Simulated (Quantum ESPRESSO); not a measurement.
# InAs (F-43m) in Quantum ESPRESSO: further runs

One crystal, InAs, is run at these levels: PBE; tasks: phonons.

Program: Quantum ESPRESSO 7.5. These are calculated values, not measurements. Logs are shortened: lines on timing, memory, paths and dates and some standing lists are left out, and cuts for length are marked.

**1. The structure**

Symmetry: F-43m, No. 216, cubic system. Conventional cell: a = 6.036 Å, b = 6.036 Å, c = 6.036 Å, α = 90.00°, β = 90.00°, γ = 90.00°. In (site symmetry -43m) has 4 As at 2.61 Å as nearest neighbours. As (site symmetry -43m) is surrounded by 4 In at 2.61 Å.

**2. Phonons, PBE, target pressure 2 GPa, at which the enthalpy is minimised**

pw.in

```
&CONTROL
  calculation = 'scf'
  prefix = 'pwscf'
  outdir = './tmp'
  pseudo_dir = './pseudo'
  tprnfor = .true.
  tstress = .true.
  disk_io = 'low'
/
&SYSTEM
  ibrav = 0
  nat = 2
  ntyp = 2
  ecutwfc = 84
  nbnd = 21
  occupations = 'smearing'
  smearing = 'mv'
  degauss = 0.01469973
/
&ELECTRONS
  conv_thr = 4d-10
  electron_maxstep = 120
  mixing_beta = 0.5
/
ATOMIC_SPECIES
In   114.8180 In.upf
As    74.9216 As.upf
CELL_PARAMETERS angstrom
   0.0000000000    3.0180000000    3.0180000000
   3.0180000000    0.0000000000    3.0180000000
   3.0180000000    3.0180000000    0.0000000000
ATOMIC_POSITIONS angstrom
In     0.0000000000    0.0000000000    0.0000000000
As     4.5270000000    4.5270000000    4.5270000000
K_POINTS automatic
7 7 7 0 0 0
```

relax.in

```
&CONTROL
  calculation = 'vc-relax'
  prefix = 'pwscf'
  outdir = './tmp'
  pseudo_dir = './pseudo'
  tprnfor = .true.
  tstress = .true.
  disk_io = 'low'
  nstep = 40
  forc_conv_thr = 0.0001
  etot_conv_thr = 1d-06
/
&SYSTEM
  ibrav = 0
  nat = 2
  ntyp = 2
  ecutwfc = 84
  nbnd = 21
  occupations = 'smearing'
  smearing = 'mv'
  degauss = 0.01469973
/
&ELECTRONS
  conv_thr = 4d-10
  electron_maxstep = 120
  mixing_beta = 0.5
/
&IONS
  ion_dynamics = 'bfgs'
/
&CELL
  cell_dynamics = 'bfgs'
  press = 20
  press_conv_thr = 0.2
/
ATOMIC_SPECIES
In   114.8180 In.upf
As    74.9216 As.upf
CELL_PARAMETERS angstrom
   0.0000000000    3.0180000000    3.0180000000
   3.0180000000    0.0000000000    3.0180000000
   3.0180000000    3.0180000000    0.0000000000
ATOMIC_POSITIONS angstrom
In     0.0000000000    0.0000000000    0.0000000000
As     4.5270000000    4.5270000000    4.5270000000
K_POINTS automatic
7 7 7 0 0 0
```

scf2.in

```
&CONTROL
  calculation = 'scf'
  prefix = 'pwscf'
  outdir = './tmp'
  pseudo_dir = './pseudo'
  tprnfor = .true.
  tstress = .true.
  disk_io = 'low'
/
&SYSTEM
  ibrav = 0
  nat = 2
  ntyp = 2
  ecutwfc = 84
  nbnd = 21
  occupations = 'smearing'
  smearing = 'mv'
  degauss = 0.01469973
/
&ELECTRONS
  conv_thr = 1d-13
  electron_maxstep = 120
  mixing_beta = 0.5
  startingpot = 'file'
  startingwfc = 'file'
/
ATOMIC_SPECIES
In   114.8180 In.upf
As    74.9216 As.upf
CELL_PARAMETERS angstrom
   0.0000000000    3.0593982577    3.0593982577
   3.0593982577    0.0000000000    3.0593982577
   3.0593982577    3.0593982577    0.0000000000
ATOMIC_POSITIONS angstrom
In     0.0000000000    0.0000000000    0.0000000000
As     4.5890973866    4.5890973865    4.5890973865
K_POINTS automatic
7 7 7 0 0 0
```

ph.in

```
phonons of InAs
&INPUTPH
  prefix = 'pwscf'
  outdir = './tmp'
  tr2_ph = 1d-18
  fildyn = 'dyn'
  niter_ph = 90
  alpha_mix(1) = 0.4
/
0.0000000000 0.0000000000 0.0000000000
```

dynmat.in

```
&INPUT
  fildyn = 'dyn'
  asr = 'crystal'
  filout = 'dynmat.disp'
  fileig = 'dynmat.eig'
/
```

Potentials or basis: PseudoDojo 0.4.1 SR PBE standard.

Run with:

```sh
$ OMP_NUM_THREADS=1 mpirun -n 4 pw.x -nk 4 -in pw.in > pw.out
$ OMP_NUM_THREADS=1 mpirun -n 4 pw.x -nk 4 -in relax.in > relax.out
$ OMP_NUM_THREADS=1 mpirun -n 4 pw.x -nk 4 -in scf2.in > scf2.out
$ OMP_NUM_THREADS=1 mpirun -n 4 ph.x -nk 4 -in ph.in > ph.out
$ OMP_NUM_THREADS=1 mpirun -n 1 dynmat.x -in dynmat.in > dynmat.out
```

pw.out:

```text
This program is part of the open-source Quantum ESPRESSO suite
     for quantum simulation of materials; please cite
[... 6 lines left out ...]
     using ibrav=0 with symmetry is DISCOURAGED, use correct ibrav instead

     K-points division:     npool     =       4
     Subspace diagonalization in iterative solution of the eigenvalue problem:
     a serial algorithm will be used

     G-vector sticks info
     --------------------
     sticks:   dense  smooth     PW     G-vecs:    dense   smooth      PW
     Sum        1507    1507    433                38709    38709    5961

     Using Slab Decomposition

     bravais-lattice index     =            0
     lattice parameter (alat)  =       8.0655  a.u.
     unit-cell volume          =     371.0089 (a.u.)^3
     number of atoms/cell      =            2
     number of atomic types    =            2
     number of electrons       =        28.00
     number of Kohn-Sham states=           21
     kinetic-energy cutoff     =      84.0000  Ry
     charge density cutoff     =     336.0000  Ry
     scf convergence threshold =      4.0E-10
     mixing beta               =       0.5000
     number of iterations used =            8  plain     mixing
     Exchange-correlation= PBE
                           (   1   4   3   4   0   0   0)

     celldm(1)=   8.065534  celldm(2)=   0.000000  celldm(3)=   0.000000
     celldm(4)=   0.000000  celldm(5)=   0.000000  celldm(6)=   0.000000

[... 8 lines left out ...]
               b(3) = (  0.707107  0.707107 -0.707107 )

     PseudoPot. # 1 for In read from file:
     In.upf
     Pseudo is Norm-conserving + core correction, Zval = 13.0
     Generated using ONCVPSP code by D. R. Hamann
     Using radial grid of 1964 points,  6 beta functions with:
                l(1) =   0
                l(2) =   0
                l(3) =   1
                l(4) =   1
                l(5) =   2
                l(6) =   2

     PseudoPot. # 2 for As read from file:
     As.upf
     Pseudo is Norm-conserving + core correction, Zval = 15.0
     Generated using ONCVPSP code by D. R. Hamann
     Using radial grid of 1358 points,  6 beta functions with:
                l(1) =   0
                l(2) =   0
                l(3) =   1
                l(4) =   1
                l(5) =   2
                l(6) =   2

     atomic species   valence    mass     pseudopotential
     In               13.00   114.81800     In( 1.00)
     As               15.00    74.92160     As( 1.00)

     24 Sym. Ops. (no inversion) found

   Cartesian axes

     site n.     atom                  positions (alat units)
         1        In     tau(   1) = (   0.0000000   0.0000000   0.0000000  )
         2        As     tau(   2) = (   1.0606602   1.0606602   1.0606602  )

     number of k points=    20  Marzari-Vanderbilt smearing, width (Ry)=  0.0147
                       cart. coord. in units 2pi/alat
        k(    1) = (   0.0000000   0.0000000   0.0000000), wk =   0.0058309
        k(    2) = (   0.1010153   0.1010153  -0.1010153), wk =   0.0466472
        k(    3) = (   0.2020305   0.2020305  -0.2020305), wk =   0.0466472
        k(    4) = (   0.3030458   0.3030458  -0.3030458), wk =   0.0466472
        k(    5) = (   0.2020305  -0.0000000   0.0000000), wk =   0.0349854
        k(    6) = (   0.3030458   0.1010153  -0.1010153), wk =   0.1399417
[... 12 lines left out ...]
        k(   19) = (  -0.1010153  -0.5050763   0.7071068), wk =   0.1399417
        k(   20) = (   0.0000000  -0.4040610   0.6060915), wk =   0.1399417

     Dense  grid:    38709 G-vectors     FFT dimensions: (  48,  48,  48)

     Initial potential from superposition of free atoms

     starting charge      27.9959, renormalised to      28.0000
     Starting wfcs are   18 randomized atomic wfcs +    3 random wfcs

     Self-consistent Calculation

     iteration #  1     ecut=    84.00 Ry     beta= 0.50
     Davidson diagonalization with overlap
     ethr =  1.00E-02,  avg # of iterations =  5.7

     Threshold (ethr) on eigenvalues was too large:
     Diagonalizing with lowered threshold

     Davidson diagonalization with overlap
     ethr =  2.57E-04,  avg # of iterations =  2.5

     WARNING: integrated charge=    28.00291588, expected=    28.00000000

     total energy              =    -345.05266178 Ry
     estimated scf accuracy    <       0.07069884 Ry

     iteration #  2     ecut=    84.00 Ry     beta= 0.50
     Davidson diagonalization with overlap
     ethr =  2.52E-04,  avg # of iterations =  2.4

     WARNING: integrated charge=    28.00435770, expected=    28.00000000

     total energy              =    -345.06564003 Ry
     estimated scf accuracy    <       0.00511250 Ry

     iteration #  3     ecut=    84.00 Ry     beta= 0.50
     Davidson diagonalization with overlap
     ethr =  1.83E-05,  avg # of iterations =  5.0

     WARNING: integrated charge=    28.00574519, expected=    28.00000000

     total energy              =    -345.06602973 Ry
     estimated scf accuracy    <       0.00102586 Ry

     iteration #  4     ecut=    84.00 Ry     beta= 0.50
     Davidson diagonalization with overlap
     ethr =  3.66E-06,  avg # of iterations =  2.8

     WARNING: integrated charge=    28.00583774, expected=    28.00000000

     total energy              =    -345.06608729 Ry
     estimated scf accuracy    <       0.00002236 Ry

     iteration #  5     ecut=    84.00 Ry     beta= 0.50
     Davidson diagonalization with overlap
     ethr =  7.99E-08,  avg # of iterations =  4.0

     WARNING: integrated charge=    28.00587361, expected=    28.00000000

     total energy              =    -345.06609516 Ry
     estimated scf accuracy    <       0.00000254 Ry

     iteration #  6     ecut=    84.00 Ry     beta= 0.50
     Davidson diagonalization with overlap
     ethr =  9.08E-09,  avg # of iterations =  2.2

     WARNING: integrated charge=    28.00587420, expected=    28.00000000

     total energy              =    -345.06609679 Ry
     estimated scf accuracy    <       0.00000008 Ry

     iteration #  7     ecut=    84.00 Ry     beta= 0.50
     Davidson diagonalization with overlap
     ethr =  2.91E-10,  avg # of iterations =  3.6

     WARNING: integrated charge=    28.00587332, expected=    28.00000000

     total energy              =    -345.06609695 Ry
     estimated scf accuracy    <          7.8E-09 Ry

     iteration #  8     ecut=    84.00 Ry     beta= 0.50
     Davidson diagonalization with overlap
     ethr =  2.77E-11,  avg # of iterations =  2.1

     WARNING: integrated charge=    28.00587292, expected=    28.00000000

     total energy              =    -345.06609695 Ry
     estimated scf accuracy    <          5.7E-10 Ry

     iteration #  9     ecut=    84.00 Ry     beta= 0.50
     Davidson diagonalization with overlap
     ethr =  2.03E-12,  avg # of iterations =  3.5

     End of self-consistent calculation

          k = 0.0000 0.0000 0.0000 (  4909 PWs)   bands (ev):

   -26.8669 -26.8669 -26.8669 -26.8584 -26.8584  -6.2753  -6.2753  -6.2753
    -6.1500  -6.1500  -3.7227   8.0039   8.1766   8.1766   8.1766  12.0937
    12.0937  12.0937  15.7179  17.9147  17.9148

          k = 0.1010 0.1010-0.1010 (  4828 PWs)   bands (ev):

   -26.8669 -26.8669 -26.8669 -26.8584 -26.8584  -6.3009  -6.2677  -6.2677
    -6.1501  -6.1501  -3.5121   6.0246   7.9324   7.9324   9.3748  12.3472
    12.4463  12.4463  16.6957  16.9212  16.9212

          k = 0.2020 0.2020-0.2020 (  4807 PWs)   bands (ev):

   -26.8670 -26.8668 -26.8668 -26.8583 -26.8583  -6.3540  -6.2531  -6.2531
    -6.1478  -6.1478  -2.9543   3.9935   7.4990   7.4990   9.3812  12.8727
    12.8727  13.8016  16.4467  16.9433  16.9433

          k = 0.3030 0.3030-0.3030 (  4838 PWs)   bands (ev):

   -26.8670 -26.8667 -26.8667 -26.8583 -26.8583  -6.3932  -6.2445  -6.2445
    -6.1427  -6.1427  -2.3520   2.5967   7.2195   7.2195   9.1743  12.8781
    12.8781  14.9907  16.8496  18.4074  18.4074

          k = 0.2020-0.0000 0.0000 (  4837 PWs)   bands (ev):

   -26.8670 -26.8668 -26.8668 -26.8585 -26.8583  -6.3167  -6.2602  -6.2602
    -6.1560  -6.1458  -3.4427   5.9645   7.5144   7.5144  10.1563  11.2633
    13.0627  13.0627  15.5829  17.2429  18.1448

          k = 0.3030 0.1010-0.1010 (  4829 PWs)   bands (ev):

   -26.8671 -26.8668 -26.8667 -26.8584 -26.8583  -6.3594  -6.2475  -6.2444
    -6.1598  -6.1419  -2.9986   4.4571   6.9530   7.0451  10.5125  11.5362
    13.5491  13.7360  15.7154  18.0156  18.0355

          k = 0.4041 0.2020-0.2020 (  4820 PWs)   bands (ev):

   -26.8670 -26.8667 -26.8666 -26.8584 -26.8582  -6.3963  -6.2399  -6.2342
    -6.1555  -6.1392  -2.3801   2.9722   6.3482   6.8341  10.3075  12.3271
    13.7154  14.1672  16.9608  18.1824  19.0444

          k =-0.2020-0.4041 0.4041 (  4823 PWs)   bands (ev):

   -26.8669 -26.8667 -26.8667 -26.8583 -26.8583  -6.4055  -6.2385  -6.2340
    -6.1474  -6.1433  -2.1299   2.4917   6.0147   6.9661  10.2389  12.5139
    13.4213  15.2633  17.2603  18.1207  18.2540

          k =-0.1010-0.3030 0.3030 (  4802 PWs)   bands (ev):

   -26.8669 -26.8667 -26.8667 -26.8583 -26.8583  -6.3809  -6.2433  -6.2421
    -6.1517  -6.1446  -2.5855   3.4094   6.1070   7.3818  10.3456  12.7969
    13.1280  13.9129  16.3768  17.5190  19.0524

          k =-0.0000-0.2020 0.2020 (  4818 PWs)   bands (ev):

   -26.8670 -26.8669 -26.8668 -26.8584 -26.8583  -6.3363  -6.2591  -6.2529
    -6.1539  -6.1464  -3.1841   4.9174   6.8005   7.8500  10.1853  12.2708
    12.6193  13.3590  16.0092  17.0223  17.9240

          k = 0.4041-0.0000 0.0000 (  4833 PWs)   bands (ev):

   -26.8672 -26.8666 -26.8666 -26.8585 -26.8581  -6.3961  -6.2255  -6.2255
    -6.1723  -6.1363  -2.6988   4.0118   6.5137   6.5137  10.2352  10.9500
    14.9800  14.9800  15.1319  18.8067  19.9135

          k = 0.5051 0.1010-0.1010 (  4817 PWs)   bands (ev):

   -26.8672 -26.8666 -26.8665 -26.8585 -26.8581  -6.4243  -6.2169  -6.2123
    -6.1745  -6.1336  -2.1823   3.0510   5.7752   6.2574  10.3129  11.3140
    14.5408  15.4154  17.2579  19.5745  20.0875

          k =-0.1010-0.5051 0.5051 (  4835 PWs)   bands (ev):

   -26.8670 -26.8666 -26.8665 -26.8584 -26.8581  -6.4278  -6.2231  -6.2117
    -6.1648  -6.1392  -1.8357   2.5314   5.0263   6.3843  10.4351  12.8248
    14.5782  14.9678  16.6045  18.3411  20.2476

          k = 0.0000-0.4041 0.4041 (  4840 PWs)   bands (ev):

   -26.8668 -26.8668 -26.8666 -26.8583 -26.8582  -6.4098  -6.2326  -6.2239
    -6.1521  -6.1490  -2.0691   2.8468   5.0040   6.8428  10.7327  13.2944
    14.1494  14.1504  16.7082  16.8477  20.4045

          k = 0.6061-0.0000 0.0000 (  4812 PWs)   bands (ev):

   -26.8673 -26.8664 -26.8664 -26.8585 -26.8580  -6.4506  -6.1967  -6.1967
    -6.1869  -6.1286  -1.8597   2.5574   5.9163   5.9163   9.7615  10.3596
    16.9260  16.9953  16.9953  19.6700  20.8011

          k =-0.0000-0.6061 0.6061 (  4850 PWs)   bands (ev):

   -26.8673 -26.8665 -26.8664 -26.8585 -26.8580  -6.4503  -6.2035  -6.1963
    -6.1807  -6.1312  -1.6853   2.3650   5.3285   5.9650  10.0301  11.0619
    16.3161  16.6286  17.0838  19.2533  20.5000

          k = 0.4041 0.2020 0.0000 (  4807 PWs)   bands (ev):

   -26.8671 -26.8667 -26.8666 -26.8584 -26.8582  -6.3947  -6.2354  -6.2283
    -6.1637  -6.1392  -2.5103   3.5457   5.8276   6.8059  11.2496  11.5202
    13.2144  14.7517  16.2643  18.9502  19.4798

          k =-0.2020-0.4041 0.6061 (  4822 PWs)   bands (ev):

   -26.8669 -26.8668 -26.8665 -26.8584 -26.8582  -6.4165  -6.2324  -6.2174
    -6.1593  -6.1416  -1.9982   2.6885   5.2874   6.4028  11.2622  12.2503
    13.5819  15.2865  16.5132  18.5288  19.6153

          k =-0.1010-0.5051 0.7071 (  4821 PWs)   bands (ev):

   -26.8672 -26.8666 -26.8664 -26.8585 -26.8580  -6.4384  -6.2148  -6.2021
    -6.1736  -6.1350  -1.7950   2.5594   5.3881   5.7277  10.9727  11.3709
    14.3621  16.2863  17.3167  19.3819  20.4732

          k = 0.0000-0.4041 0.6061 (  4824 PWs)   bands (ev):

   -26.8670 -26.8668 -26.8664 -26.8584 -26.8581  -6.4323  -6.2244  -6.2033
    -6.1649  -6.1416  -1.7016   2.4917   4.9322   5.8062  11.3903  12.8405
    13.7391  14.7556  17.1387  18.8033  20.7754

     the Fermi energy is     8.7826 ev

     WARNING: integrated charge=    28.00587292, expected=    28.00000000

!    total energy              =    -345.06609694 Ry
     estimated scf accuracy    <          2.5E-10 Ry
     smearing contrib. (-TS)   =       0.00000049 Ry
     internal energy E=F+TS    =    -345.06609743 Ry

     The total energy is F=E-TS. E is the sum of the following terms:
     one-electron contribution =    -176.20360510 Ry
     hartree contribution      =     104.59221573 Ry
     xc contribution           =     -87.66487765 Ry
     ewald contribution        =    -185.78983041 Ry

     convergence has been achieved in   9 iterations

     Forces acting on atoms (cartesian axes, Ry/au):

     atom    1 type  1   force =     0.00000000    0.00000000    0.00000000
     atom    2 type  2   force =     0.00000000    0.00000000    0.00000000

     Total force =     0.000000     Total SCF correction =     0.000000

     Computing stress (Cartesian axis) and pressure

          total   stress  (Ry/bohr**3)                   (kbar)     P=       46.14
   0.00031366   0.00000000   0.00000000           46.14        0.00        0.00
   0.00000000   0.00031366   0.00000000            0.00       46.14        0.00
   0.00000000   0.00000000   0.00031366            0.00        0.00       46.14

=------------------------------------------------------------------------------=
   JOB DONE.
=------------------------------------------------------------------------------=
```

Wall time 5.1 min (4 MPI ranks of Arm Neoverse V1, shared host); peak memory 0.56 GiB.

The run converged, but a check on its numbers failed (symmetry, net force, bounds or a known fault of this set-up), so they aren't taken as properties of the crystal.

Caveat: the program warned of a wrong integrated charge under this smearing.

(Part 1 of 3 ends here.)
